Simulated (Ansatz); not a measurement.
# Hf2MgO2: the cost of one run

Program: Ansatz 0.2.0. Level of theory: DFT PBE, scalar-relativistic, plane waves, PAW. These are calculated values, not measurements.

### Step 1. The structure to begin with

Symmetry: I4/mmm, No. 139, tetragonal system. Conventional cell: a = 3.574 Å, b = 3.574 Å, c = 11.608 Å, α = 90.00°, β = 90.00°, γ = 90.00°. Mg (site symmetry 4/mmm) has 2 O at 1.53 Å as nearest neighbours. Around Hf (site symmetry 4mm) lie 5 O at 2.45 to 2.55 Å. O (site symmetry 4mm) is surrounded by 1 Mg at 1.53 Å.

Coordinates:

```xyz
5
Lattice="-1.7869 1.7869 5.8038 1.7869 -1.7869 5.8038 1.7869 1.7869 -5.8038" Properties=species:S:1:pos:R:3 pbc="T T T"
Mg    0.0000    0.0000    0.0000
Hf    0.0000    0.0000    7.6308
Hf    0.0000    0.0000    3.9767
O     0.0000    0.0000   10.0823
O     0.0000    0.0000    1.5252
```

A structure generator made this guess: species swapped into a database cell of K2NiO2 (I4/mmm, No. 139), with Hf on the K sites and Mg on the Ni sites. Its size is a rough estimate.

### Step 2. A first look at the guess

Input file input.yaml:

```yaml
crystal:
  lattice:
    - [-1.78691584, 1.78691584, 5.80376947]
    - [1.78691584, -1.78691584, 5.80376947]
    - [1.78691584, 1.78691584, -5.80376947]
  atoms:
    - { symbol: Mg, position: [0.0, 0.0, 0.0] }
    - { symbol: Hf, position: [0.65740001, 0.65740001, 0.0] }
    - { symbol: Hf, position: [0.34259999, 0.34259999, 0.0] }
    - { symbol: O, position: [0.86860001, 0.86860001, 0.0] }
    - { symbol: O, position: [0.13139999, 0.13139999, 0.0] }
basis:
  ecutwfc: 420
kpoints:
  mp_grid: { grid: [6, 6, 6] }
hamiltonian:
  xc: pbe
scf:
  occupations: { method: gaussian, width: 0.1 }
  lower_state_search: "off"
output:
  forces: true
  stress: true
  eigenvalues: true
```

On the command line:

```bash
$ ansatz run input.yaml --threads 1 --pin off --max-ram 2560MiB --backend cpu --events-out ev --progress --plain --runs-dir out
```

What time and memory should one allow on 1 thread of Intel Xeon Platinum 8375C at 2.90GHz (Ice Lake), shared host?

About 4.8 s, with a peak of 0.44 GiB.
